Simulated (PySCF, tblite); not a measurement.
# C₆H₈ClF: a rotation path, then NMR shifts on frames

How do NMR shifts of C₆H₈ClF (`CC(=C=CCCl)CF`) change as the atoms move?

Programs: tblite 0.8.0 and PySCF 2.14.0, with density-fitted response routines of our own. Each step states its level of theory. These are calculated values for one molecule in the gas phase, unless marked as measured. Atoms are numbered from 0 throughout.

**1. The molecule as given**

16 atoms, charge 0, multiplicity 1; geometry from: GFN2-xTB.

Bonds of the start (Å): C0–C1 1.50, C1–C2 1.30, C2–C3 1.30, C3–C4 1.49, C4–Cl5 1.80, C1–C6 1.51, C6–F7 1.38, C0–H8 1.09, C0–H9 1.09, C0–H10 1.09, C3–H11 1.08, C4–H12 1.09, C4–H13 1.09, C6–H14 1.10, C6–H15 1.09.

**2. A band between two rotamers with GFN2-xTB**

The job: settings as JSON, then the geometry in Å.

```
{"job": {"kind": "neb", "xc": "GFN2-xTB", "basis": "xTB", "atoms": [0, 1, 6, 7], "turn": 120}, "charge": 0, "multiplicity": 1}
C     -1.607016     1.374481    -0.466151
C     -0.899208     0.156389     0.053028
C      0.354183     0.146507     0.397501
C      1.618289     0.141847     0.698184
C      2.687159    -0.236112    -0.271190
Cl     3.322822    -1.872213     0.140351
C     -1.743957    -1.086235     0.183665
F     -2.808589    -0.860583     1.027454
H     -1.956515     1.194440    -1.482347
H     -2.473722     1.584833     0.158833
H     -0.945692     2.236135    -0.464044
H      1.946648     0.372898     1.703055
H      2.307105    -0.297013    -1.289691
H      3.539206     0.440448    -0.216974
H     -2.174921    -1.366951    -0.785269
H     -1.173389    -1.919928     0.602184
```

With the program's defaults for keys left out, this is: GFN2-xTB climbing-image nudged elastic band, gas phase.

The run is started by

```sh
OMP_NUM_THREADS=1 python probes_run.py task.json out
```

One launch serves the whole session: the jobs run in the order shown.

The program printed:

```text
image   E - E0 / eV
  0      -0.0000
  1       0.0102
  2       0.0296
  3       0.0479
  4       0.0550
  5       0.0478
  6       0.0310
  7       0.0140
  8       0.0023
```

Wall time 2.3 s (1 thread of Arm Neoverse V2, shared host); peak memory 0.18 GiB.

The final band, with the dihedral C0–C1–C6–F7:

```
image  dihedral (°)  energy (eV)  energy (kcal/mol)
    0           -59        0.000                0.0
    1           -45        0.010                0.2
    2           -30        0.030                0.7
    3           -15        0.048                1.1
    4             0        0.055                1.3
    5            15        0.048                1.1
    6            30        0.031                0.7
    7            45        0.014                0.3
    8            61        0.002                0.1
```

**3. Nuclear shieldings: image 0, PBE0/pcSseg-1**

The job: settings as JSON, then the geometry in Å.

```
{"job": {"kind": "nmr", "xc": "PBE0", "basis": "pcSseg-1", "pop": false}, "charge": 0, "multiplicity": 1}
C     -1.607000     1.374500    -0.466200
C     -0.899200     0.156400     0.053000
C      0.354200     0.146500     0.397500
C      1.618300     0.141800     0.698200
C      2.687200    -0.236100    -0.271200
Cl     3.322800    -1.872200     0.140400
C     -1.744000    -1.086200     0.183700
F     -2.808600    -0.860600     1.027500
H     -1.956500     1.194400    -1.482300
H     -2.473700     1.584800     0.158800
H     -0.945700     2.236100    -0.464000
H      1.946600     0.372900     1.703100
H      2.307100    -0.297000    -1.289700
H      3.539200     0.440400    -0.217000
H     -2.174900    -1.367000    -0.785300
H     -1.173400    -1.919900     0.602200
```

With the program's defaults for keys left out, this is: GIAO PBE0/pcSseg-1 NMR shielding, non-relativistic, gas phase.

The program printed:

```text
coarse grid: 14192 points
cycle   1  E = -792.7388668937  dE =  9.481e-01  |g| = 5.174e-01  |ddm| = 3.746e+00
cycle   2  E = -792.7184497847  dE =  2.042e-02  |g| = 6.693e-01  |ddm| = 1.035e+00
cycle   3  E = -792.7922868952  dE = -7.384e-02  |g| = 6.947e-02  |ddm| = 5.864e-01
cycle   4  E = -792.7931432640  dE = -8.564e-04  |g| = 2.522e-02  |ddm| = 8.395e-02
cycle   5  E = -792.7932744377  dE = -1.312e-04  |g| = 5.954e-03  |ddm| = 2.837e-02
cycle   6  E = -792.7932809494  dE = -6.512e-06  |g| = 2.720e-03  |ddm| = 6.917e-03
final grid: 133576 points
cycle   7  E = -792.8474653702  dE = -3.793e-05  |g| = 9.002e-03  |ddm| = 4.046e-02
cycle   8  E = -792.8474511963  dE =  1.417e-05  |g| = 1.201e-02  |ddm| = 1.673e-02
cycle   9  E = -792.8474835586  dE = -3.236e-05  |g| = 1.704e-03  |ddm| = 9.911e-03
cycle  10  E = -792.8474842305  dE = -6.719e-07  |g| = 3.606e-04  |ddm| = 1.878e-03
cycle  11  E = -792.8474842594  dE = -2.884e-08  |g| = 1.198e-04  |ddm| = 4.721e-04
cycle  12  E = -792.8474842618  dE = -2.472e-09  |g| = 2.739e-05  |ddm| = 1.112e-04
cycle  13  E = -792.8474842620  dE = -1.282e-10  |g| = 6.620e-06  |ddm| = 2.885e-05
converged SCF energy = -792.8474842620

GIAO shielding tensors (ppm)
atom      isotropic    diamagn.    paramagn.     s11        s22        s33       span
  0 C      168.354     245.331     -76.977    155.063    165.497    184.501     29.438
  1 C       81.114     262.377    -181.262     -0.626     87.925    156.043    156.668
  2 C      -30.370     259.237    -289.607    -59.645    -37.257      5.792     65.436
  3 C       91.597     261.490    -169.894      9.311    106.930    158.550    149.239
  4 C      135.521     246.888    -111.367    108.636    137.020    160.908     52.272
  5 Cl     805.295    1145.471    -340.175    588.157    743.135   1084.595    496.438
  6 C       99.721     241.723    -142.002     67.960     84.337    146.865     78.905
  7 F      416.437     469.960     -53.523    390.225    407.314    451.772     61.547
  8 H       29.920      28.741       1.178     26.254     27.461     36.044      9.789
  9 H       29.301      27.938       1.363     24.657     28.289     34.958     10.301
 10 H       29.892      29.981      -0.088     25.576     28.939     35.162      9.586
 11 H       26.021      31.318      -5.297     23.007     26.726     28.330      5.322
 12 H       27.725      29.776      -2.051     22.646     27.130     33.398     10.752
 13 H       27.502      28.235      -0.734     21.757     27.126     33.621     11.864
 14 H       26.599      28.723      -2.123     22.848     26.924     30.027      7.179
 15 H       26.406      29.473      -3.068     22.033     27.011     30.173      8.141
```

Wall time 20 s (1 thread of Arm Neoverse V2, shared host); peak memory 0.82 GiB.

The references, computed at this level on geometries of the same kind, shield at (ppm): 1H TMS 31.72, 13C TMS 186.9, 19F CFCl3 170.9, 35Cl HCl 950. Their shielding less the atom's gives the shift. The references are single molecules in the gas phase, so shifts against H2O, NH3, PH3, H3PO4 or CFCl3 are not on the usual liquid scales and can be off by tens of ppm. Each atom is listed at this fixed geometry, with no averaging over motion; a spectrum would average atoms that exchange fast.

```
atoms                                              environment  σ (ppm)  δ (ppm)
   C2                              central carbon of an allene    -30.4    217.3
   C1                terminal carbon of a cumulated C=C=C unit     81.1    105.8
   C3                terminal carbon of a cumulated C=C=C unit     91.6     95.3
   C6                              allylic sp3 CH2 bonded to F     99.7     87.2
   C4                             allylic sp3 CH2 bonded to Cl    135.5     51.4
   C0                                    allylic methyl carbon    168.4     18.6
  H11  hydrogen on a terminal carbon of a cumulated C=C=C unit    26.02     5.70
  H15               hydrogen on an allylic sp3 CH2 bonded to F    26.41     5.31
  H14               hydrogen on an allylic sp3 CH2 bonded to F    26.60     5.12
  H13              hydrogen on an allylic sp3 CH2 bonded to Cl    27.50     4.22
  H12              hydrogen on an allylic sp3 CH2 bonded to Cl    27.72     3.99
   H9                     hydrogen on an allylic methyl carbon    29.30     2.42
  H10                     hydrogen on an allylic methyl carbon    29.89     1.82
   H8                     hydrogen on an allylic methyl carbon    29.92     1.80
  Cl5                                     chlorine bonded to C      805      144
   F7                                fluorine on an sp3 carbon    416.4   -245.5
```

**4. NMR shieldings: image 2, PBE0/pcSseg-1**

The job: settings as JSON, then the geometry in Å.

```
{"job": {"kind": "nmr", "xc": "PBE0", "basis": "pcSseg-1", "pop": false}, "charge": 0, "multiplicity": 1}
C     -1.602000     1.383800    -0.391700
C     -0.903700     0.149300     0.100900
C      0.361600     0.124700     0.397000
C      1.634000     0.130600     0.663500
C      2.690400    -0.222100    -0.329900
Cl     3.313400    -1.872800     0.036700
C     -1.753900    -1.095300     0.216700
F     -3.058800    -0.778700     0.499300
H     -1.953600     1.226200    -1.410500
H     -2.469000     1.588400     0.233900
H     -0.931700     2.238100    -0.370500
H      1.984600     0.339700     1.666100
H      2.302700    -0.253000    -1.347100
H      3.547900     0.447900    -0.264600
H     -1.767800    -1.648400    -0.731100
H     -1.401700    -1.749500     1.020000
```

Level: GIAO PBE0/pcSseg-1 NMR shielding, non-relativistic, gas phase.

The program printed:

```text
coarse grid: 14192 points
cycle   1  E = -792.7374783337  dE =  9.531e-01  |g| = 5.141e-01  |ddm| = 3.746e+00
cycle   2  E = -792.7183106291  dE =  1.917e-02  |g| = 6.575e-01  |ddm| = 1.097e+00
cycle   3  E = -792.7902263514  dE = -7.192e-02  |g| = 7.038e-02  |ddm| = 6.288e-01
cycle   4  E = -792.7910944941  dE = -8.681e-04  |g| = 2.657e-02  |ddm| = 8.542e-02
cycle   5  E = -792.7912343605  dE = -1.399e-04  |g| = 8.107e-03  |ddm| = 3.010e-02
cycle   6  E = -792.7912472908  dE = -1.293e-05  |g| = 3.391e-03  |ddm| = 9.462e-03
cycle   7  E = -792.7912500192  dE = -2.728e-06  |g| = 7.718e-04  |ddm| = 4.022e-03
final grid: 133576 points
cycle   8  E = -792.8458432666  dE = -4.350e-05  |g| = 8.203e-03  |ddm| = 4.545e-02
cycle   9  E = -792.8458386014  dE =  4.665e-06  |g| = 9.594e-03  |ddm| = 1.762e-02
cycle  10  E = -792.8458588540  dE = -2.025e-05  |g| = 1.299e-03  |ddm| = 9.739e-03
cycle  11  E = -792.8458591170  dE = -2.629e-07  |g| = 2.399e-04  |ddm| = 1.362e-03
cycle  12  E = -792.8458591265  dE = -9.560e-09  |g| = 8.390e-05  |ddm| = 2.501e-04
cycle  13  E = -792.8458591280  dE = -1.492e-09  |g| = 3.697e-05  |ddm| = 1.037e-04
cycle  14  E = -792.8458591283  dE = -3.274e-10  |g| = 7.677e-06  |ddm| = 3.996e-05
converged SCF energy = -792.8458591283

GIAO shielding tensors (ppm)
atom      isotropic    diamagn.    paramagn.     s11        s22        s33       span
  0 C      169.236     244.718     -75.482    160.762    164.650    182.298     21.536
  1 C       79.232     262.728    -183.495     -1.305     90.532    148.470    149.775
  2 C      -25.331     259.391    -284.722    -54.410    -29.176      7.593     62.002
  3 C       89.296     260.776    -171.480      4.486    105.232    158.171    153.685
  4 C      135.790     247.098    -111.308    109.635    136.713    161.022     51.387
  5 Cl     803.312    1145.511    -342.200    583.078    745.083   1081.774    498.696
  6 C      102.700     242.970    -140.270     69.168     83.150    155.783     86.614
  7 F      427.386     468.972     -41.586    400.896    410.310    470.951     70.055
  8 H       29.805      28.581       1.224     26.203     27.238     35.974      9.771
  9 H       29.356      28.129       1.226     24.543     28.399     35.126     10.583
 10 H       29.977      29.944       0.032     25.736     28.999     35.195      9.459
 11 H       25.983      31.380      -5.396     22.976     26.634     28.340      5.364
 12 H       27.735      29.749      -2.014     22.717     27.098     33.391     10.674
 13 H       27.545      28.289      -0.744     21.880     27.075     33.681     11.800
 14 H       26.325      28.728      -2.403     21.673     27.090     30.212      8.540
 15 H       26.324      29.270      -2.946     21.936     27.063     29.973      8.038
```

It took 19 s on 1 thread of Arm Neoverse V2, shared host; peak memory 0.82 GiB.

In short: δ C2 212.3, C1 107.7, C3 97.6, C6 84.2, H11 5.73, H15 5.39 ppm.

(Part 1 of 2 ends here.)
